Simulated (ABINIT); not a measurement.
The system is Ta4O.

```
Ta O
1.0
     3.25750    0.00000    0.00000
     0.00000    3.25750    0.00000
     0.00000    0.00000    7.40934
Ta O
4 1
Direct
  0.00000 0.00000 0.00000
  0.50000 0.50000 0.21684
  0.50000 0.50000 0.78316
  0.00000 0.00000 0.50000
  0.50000 0.50000 0.50000
```

The cell comes from a database or a generator and needn't be the stable form of this composition.

| Property | Result |
| --- | --- |
| Program | ABINIT 10.8.3 (patched build) |
| Task | relaxation of cell and atoms |
| Functional | LDA |
| Potentials or basis | JTH PAW LDA v2.0 |
| Cutoff | 626 eV |
| k mesh | 7 × 7 × 3 |
| Occupations | fermi-dirac, width 0.05 eV |
| Spin | no spin polarisation |

At the start: pressure -13.8 GPa; volume 15.72 Å³/atom.

Where does the relaxation end?

Over 11 steps the energy falls by 43.9 meV/atom and the volume is 14.75 Å³/atom (-6.2 %); space group P4/mmm (No. 123, to 0.05 Å).

Step by step:
| step | energy change (eV) | largest force (eV/Å) | pressure (GPa) | volume (Å³) |
| --- | --- | --- | --- | --- |
| 1 | 0.0000 | 0.1074 | -13.77 | 78.62 |
| 2 | -0.1924 | 0.0128 | -4.80 | 75.36 |
| 3 | -0.2150 | 0.2433 | 0.45 | 73.67 |
| 4 | -0.2118 | 0.3968 | 1.10 | 73.54 |
| 5 | -0.2171 | 0.1368 | 0.00 | 73.81 |
| 6 | -0.2176 | 0.0984 | 0.02 | 73.80 |
| 7 | -0.2188 | 0.0392 | 0.13 | 73.76 |
| 8 | -0.2190 | 0.0456 | 0.11 | 73.76 |
| 9 | -0.2195 | 0.0077 | -0.02 | 73.76 |
| 10 | -0.2195 | 0.0003 | 0.04 | 73.75 |
| 11 | -0.2195 | 0.0005 | 0.00 | 73.76 |

Final structure:
```
CELL_PARAMETERS angstrom
3.17850 0.00000 0.00000
0.00000 3.17850 0.00000
0.00000 0.00000 7.30047
ATOMIC_POSITIONS crystal
Ta 0.00000 0.00000 0.00000
Ta 0.50000 0.50000 0.21706
Ta 0.50000 0.50000 0.78294
Ta 0.00000 0.00000 0.50000
O 0.50000 0.50000 0.50000
```
